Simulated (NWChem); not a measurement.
**CH5AlFNSi (SMILES FC1N[SiH]1[AlH2]) at 4 levels**

Wanted: a comparison of 4 runs (HF/STO-3G, HF/3-21G, B3LYP/6-31G*) of CH5AlFNSi. 

The results are computed with NWChem 7.3.0.

## Step 1: The structure to begin with

The species is CH5AlFNSi (10 atoms), meant as a singlet with charge 0. SMILES: `FC1N[SiH]1[AlH2]`. The shape is that of a PBE0-D4/def2-TZVP optimisation.

Bond lengths: F1–C2 1.374 Å, C2–N3 1.412 Å, C2–Si4 1.879 Å, N3–Si4 1.754 Å, Si4–Al5 2.432 Å, C2–H6 1.090 Å, N3–H7 1.008 Å, Si4–H8 1.485 Å, Al5–H9 1.586 Å, Al5–H10 1.588 Å. Some angles: F1–C2–N3 114.7°, F1–C2–Si4 122.1°, N3–C2–Si4 62.5°, C2–N3–Si4 71.9°, C2–Si4–N3 45.6°, C2–Si4–Al5 115.6°, N3–Si4–Al5 120.1°, F1–C2–H6 108.6°, N3–C2–H6 119.0°, Si4–C2–H6 122.8°.

## Step 2: Energy and forces at HF/STO-3G (run 1)

Input file ch5alfnsi.xyz:

```xyz
10
CH5AlFNSi
F     -0.502500    -2.278900     1.502900
C      0.110900    -1.184000     0.944600
N      0.663300    -1.405600    -0.335800
Si    -0.642000    -0.245900    -0.499000
Al    -0.154900     2.135500    -0.571300
H      0.721200    -0.701600     1.707600
H      1.656700    -1.308300    -0.478500
H     -1.830200    -0.853400    -1.150600
H     -1.205000     3.203400    -1.091700
H      1.265800     2.587600    -0.025000
```

Input file run.py:

```python
from ase.io import read
from ase.calculators.nwchem import NWChem

system = read('ch5alfnsi.xyz')

calc = NWChem(
    label='ch5alfnsi',
    theory='scf',
    memory='2200 mb',
    basis='STO-3G',
    basispar='spherical bse',
    scf={'nopen': '0', 'rhf': None, 'thresh': '1e-08', 'maxiter': '80'},
)
system.calc = calc

forces = system.get_forces()
print("Total energy (eV):", round(system.get_potential_energy(), 6))
print("forces (eV/A):")
for s, f in zip(system.symbols, forces):
    print(f"{s:2s} {f[0]:10.5f} {f[1]:10.5f} {f[2]:10.5f}")
print("dipole (e A):", system.get_dipole_moment().round(4))
```

Started as:

```sh
$ export ASE_NWCHEM_COMMAND="nwchem PREFIX.nwi > PREFIX.nwo"
$ python run.py
```

The log of the run:

```text
Total energy (eV): -19500.782416
forces (eV/A):
F    -0.20003   -0.50373    0.34818
C    -1.79622    0.78995    0.78635
N    -0.40937   -0.60277   -2.38665
Si    0.36715    1.12866    0.45930
Al    0.18239    0.23654    0.10742
H     0.27763    0.42871    0.11981
H     0.93845    0.35291   -0.02545
H     1.26123    0.51705    0.69224
H     1.55552   -1.68073    0.76254
H    -2.17675   -0.66658   -0.86374
dipole (e A): [ 0.0425  0.8682 -0.2386]
```

The calculator wrote ch5alfnsi.nwi:

```
title "ch5alfnsi"

permanent_dir ch5alfnsi

scratch_dir ch5alfnsi

start ch5alfnsi

geometry units angstrom nocenter noautosym noautoz
  F  -5.0249999999999995e-01 -2.2789000000000001e+00 1.5028999999999999e+00
  C  1.1090000000000000e-01 -1.1839999999999999e+00 9.4460000000000000e-01
  N  6.6330000000000000e-01 -1.4056000000000000e+00 -3.3579999999999999e-01
  Si -6.4200000000000002e-01 -2.4590000000000001e-01 -4.9900000000000000e-01
  Al -1.5490000000000001e-01 2.1355000000000000e+00 -5.7130000000000003e-01
  H  7.2119999999999995e-01 -7.0160000000000000e-01 1.7076000000000000e+00
  H  1.6567000000000001e+00 -1.3083000000000000e+00 -4.7849999999999998e-01
  H  -1.8302000000000000e+00 -8.5340000000000005e-01 -1.1506000000000001e+00
  H  -1.2050000000000001e+00 3.2033999999999998e+00 -1.0916999999999999e+00
  H  1.2658000000000000e+00 2.5876000000000001e+00 -2.5000000000000001e-02
end

memory 2200 mb

basis spherical bse noprint
   * library STO-3G
end

scf
  nopen 0
  rhf
  thresh 1e-08
  maxiter 80
end

task scf gradient
```

ch5alfnsi.nwo:

```text
Northwest Computational Chemistry Package (NWChem) 7.3.0
             --------------------------------------------------------

           Job information
           ---------------

    nwchem branch   = 7.3.0
    use scalapack   = T
    input           = ch5alfnsi.nwi
    prefix          = ch5alfnsi.
    data base       = ch5alfnsi/ch5alfnsi.db
    status          = startup
    nproc           =        1

           Memory information
           ------------------

[... 5 lines left out ...]
    hardfail = no
[... 145 lines left out ...]
         Quadratically convergent ROHF
[... 14 lines left out ...]
       Final RHF  results
[... 4 lines left out ...]
      Two-electron energy =    538.976272059375
[... 46 lines left out ...]
                       ROHF Final Molecular Orbital Analysis
[... 246 lines left out ...]
                 ----------------------------------------
                 |  Time  |  1-e(secs)   |  2-e(secs)   |
                 ----------------------------------------
                 |  CPU   |       0.00   |       1.41   |
                 ----------------------------------------
                 |  WALL  |       0.00   |       1.41   |
                 ----------------------------------------

 Task  times  cpu:        4.3s     wall:        4.3s
 Total times  cpu:        4.3s     wall:        4.3s
```

It took 5.4 s on 1 thread of AMD EPYC 7B13 (Zen 3), shared host; peak memory 0.1 GiB.

## Step 3: Energy and forces at HF/3-21G (run 2)

Input file nw.xyz:

```xyz
10
CH5AlFNSi
F     -0.502500    -2.278900     1.502900
C      0.110900    -1.184000     0.944600
N      0.663300    -1.405600    -0.335800
Si    -0.642000    -0.245900    -0.499000
Al    -0.154900     2.135500    -0.571300
H      0.721200    -0.701600     1.707600
H      1.656700    -1.308300    -0.478500
H     -1.830200    -0.853400    -1.150600
H     -1.205000     3.203400    -1.091700
H      1.265800     2.587600    -0.025000
```

Input file nw.nw:

```
START nw
TITLE "CH5AlFNSi"
memory 2200 mb
GEOMETRY units angstrom noautosym nocenter noautoz
 load format xyz nw.xyz
END
BASIS spherical bse
 * library 3-21G
END
SCF
 thresh 1e-08
 maxiter 80
 print medium
END
TASK scf gradient
```

Started as:

```sh
$ nwchem nw.nw > nw.out
```

The log of the run:

```text
[...]
  functions       =    63
[...]
  wavefunction    = RHF
[...]
         Total SCF energy =   -721.507232476302
      One-electron energy =  -1513.084844349019
      Two-electron energy =    534.465681707365
 Nuclear repulsion energy =    257.111930165352
        Time for solution =      3.7s
[...]
                         RHF ENERGY GRADIENTS
    atom               coordinates                        gradient
                 x          y          z           x          y          z
   1 F      -0.949587  -4.306497   2.840069    0.009702   0.010398  -0.008024
   2 C       0.209571  -2.237436   1.785035   -0.005995  -0.002340  -0.025075
   3 N       1.253455  -2.656199  -0.634570   -0.039359   0.000603   0.009127
   4 Si     -1.213204  -0.464684  -0.942973    0.028331  -0.011188   0.012389
   5 Al     -0.292719   4.035510  -1.079600   -0.000250  -0.001259   0.000833
   6 H       1.362870  -1.325832   3.226896    0.003527   0.002027   0.008141
   7 H       3.130709  -2.472329  -0.904234    0.005597   0.007754   0.003580
   8 H      -3.458577  -1.612692  -2.174319   -0.000762  -0.003086  -0.000923
   9 H      -2.277120   6.053548  -2.063014    0.002146  -0.001770   0.001036
  10 H       2.392015   4.889855  -0.047243   -0.002936  -0.001138  -0.001086
[...]
```

It took 6.3 s on 1 thread of AMD EPYC 7B13 (Zen 3), shared host; peak memory 0.099 GiB.

Run 3 isn't shown in full; the table further down has it.

## Step 4: Energy and forces at B3LYP/6-31G(d) (Cartesian functions) (run 4)

Input file run.py:

```python
from ase import Atoms
from ase.calculators.nwchem import NWChem

atoms = Atoms(['F', 'C', 'N', 'Si', 'Al', 'H', 'H', 'H', 'H', 'H'], positions=[
    [-0.502500, -2.278900, 1.502900],
    [0.110900, -1.184000, 0.944600],
    [0.663300, -1.405600, -0.335800],
    [-0.642000, -0.245900, -0.499000],
    [-0.154900, 2.135500, -0.571300],
    [0.721200, -0.701600, 1.707600],
    [1.656700, -1.308300, -0.478500],
    [-1.830200, -0.853400, -1.150600],
    [-1.205000, 3.203400, -1.091700],
    [1.265800, 2.587600, -0.025000],
])

calc = NWChem(
    label='ch5alfnsi',
    theory='dft',
    memory='2200 mb',
    basis='6-31G*',
    dft={'xc': 'b3lyp', 'mult': '1', 'grid': 'fine', 'convergence': 'energy 1e-08', 'iterations': '100', 'mulliken': None},
)
atoms.calc = calc

forces = atoms.get_forces()
print("Total energy (eV):", round(atoms.get_potential_energy(), 6))
print("forces (eV/A):")
for s, f in zip(atoms.symbols, forces):
    print(f"{s:2s} {f[0]:10.5f} {f[1]:10.5f} {f[2]:10.5f}")
print("dipole (e A):", atoms.get_dipole_moment().round(4))
```

Started as:

```sh
$ export ASE_NWCHEM_COMMAND="nwchem PREFIX.nwi > PREFIX.nwo"
$ python run.py
```

The log of the run:

```text
Total energy (eV): -19798.178594
forces (eV/A):
F    -0.21212   -0.26616    0.20661
C     0.12943   -0.00010    0.18651
N     0.22754   -0.31573   -0.13339
Si   -0.43853    0.44238   -0.23834
Al   -0.03049   -0.02633   -0.02633
H     0.07754    0.06042    0.09086
H     0.26287    0.02597   -0.06130
H    -0.03044    0.00540   -0.02659
H    -0.02571    0.04546   -0.01270
H     0.03990    0.02869    0.01471
dipole (e A): [ 0.2672  0.478  -0.1345]
```

The calculator wrote ch5alfnsi.nwi:

```
title "ch5alfnsi"

permanent_dir ch5alfnsi

scratch_dir ch5alfnsi

start ch5alfnsi

geometry units angstrom nocenter noautosym noautoz
  F  -5.0249999999999995e-01 -2.2789000000000001e+00 1.5028999999999999e+00
  C  1.1090000000000000e-01 -1.1839999999999999e+00 9.4460000000000000e-01
  N  6.6330000000000000e-01 -1.4056000000000000e+00 -3.3579999999999999e-01
  Si -6.4200000000000002e-01 -2.4590000000000001e-01 -4.9900000000000000e-01
  Al -1.5490000000000001e-01 2.1355000000000000e+00 -5.7130000000000003e-01
  H  7.2119999999999995e-01 -7.0160000000000000e-01 1.7076000000000000e+00
  H  1.6567000000000001e+00 -1.3083000000000000e+00 -4.7849999999999998e-01
  H  -1.8302000000000000e+00 -8.5340000000000005e-01 -1.1506000000000001e+00
  H  -1.2050000000000001e+00 3.2033999999999998e+00 -1.0916999999999999e+00
  H  1.2658000000000000e+00 2.5876000000000001e+00 -2.5000000000000001e-02
end

memory 2200 mb

basis noprint
   * library 6-31G*
end

dft
  xc b3lyp
  mult 1
  grid fine
  convergence energy 1e-08
  iterations 100
  mulliken
end

task dft gradient
```

ch5alfnsi.nwo:

```text
Northwest Computational Chemistry Package (NWChem) 7.3.0
             --------------------------------------------------------

           Job information
           ---------------

    nwchem branch   = 7.3.0
    use scalapack   = T
    input           = ch5alfnsi.nwi
    prefix          = ch5alfnsi.
    data base       = ch5alfnsi/ch5alfnsi.db
    status          = startup
    nproc           =        1

           Memory information
           ------------------

[... 5 lines left out ...]
    hardfail = no
[... 116 lines left out ...]
  convergence criterion.
[... 45 lines left out ...]
          Spatial weights used:  Erf1
[... 32 lines left out ...]
 1-e energy   =   -1515.207013
[... 43 lines left out ...]
           Coulomb energy =      598.055807443970
[... 719 lines left out ...]
          Convergence on density requested:  1.00D-05
[... 31 lines left out ...]
          total energy or number of iterations.
[... 36 lines left out ...]
                 ----------------------------------------
                 |  Time  |  1-e(secs)   |  2-e(secs)   |
                 ----------------------------------------
                 |  CPU   |       0.01   |      12.68   |
                 ----------------------------------------
                 |  WALL  |       0.01   |      12.68   |
                 ----------------------------------------

 Task  times  cpu:       36.7s     wall:       36.7s
 Total times  cpu:       36.8s     wall:       36.8s
```

It took 38 s on 1 thread of AMD EPYC 7B13 (Zen 3), shared host; peak memory 0.13 GiB.

## Step 5: All runs side by side

```
run                               level  iteration cap  module  energy (Eh)  dipole moment (D)  HOMO energy (eV)  LUMO energy (eV)  wall time
  1                           HF/STO-3G             80     scf  -716.640542               4.33             -6.46              7.23      5.4 s
  2                            HF/3-21G             80     scf  -721.507232               4.31             -9.73              0.03      6.3 s
  3  B3LYP/6-31G* (spherical functions)            100     dft  -727.563647               2.70             -6.65             -2.56       56 s
  4  B3LYP/6-31G* (Cartesian functions)            100     dft  -727.569650               2.71             -6.65             -2.56       38 s
```

## Step 6: Outcome

```
                       quantity          value
            run 4: total energy  -727.56965 Eh
           run 4: dipole moment         2.71 D
             run 4: HOMO energy       -6.65 eV
             run 4: LUMO energy       -2.56 eV
           run 4: HOMO–LUMO gap        4.09 eV
run 4: largest force on an atom     0.667 eV/Å
```

**Reading.** The dipole moment (its size) runs from 2.70 D (B3LYP/6-31G*) to 4.33 D (HF/STO-3G). The two ends differ in method and basis. The HOMO–LUMO gap runs from 4.09 eV (B3LYP/6-31G*) to 13.68 eV (HF/STO-3G). In run 1 the basis is minimal, so the values are rough. All runs together took 1.8 min, the longest 56 s.
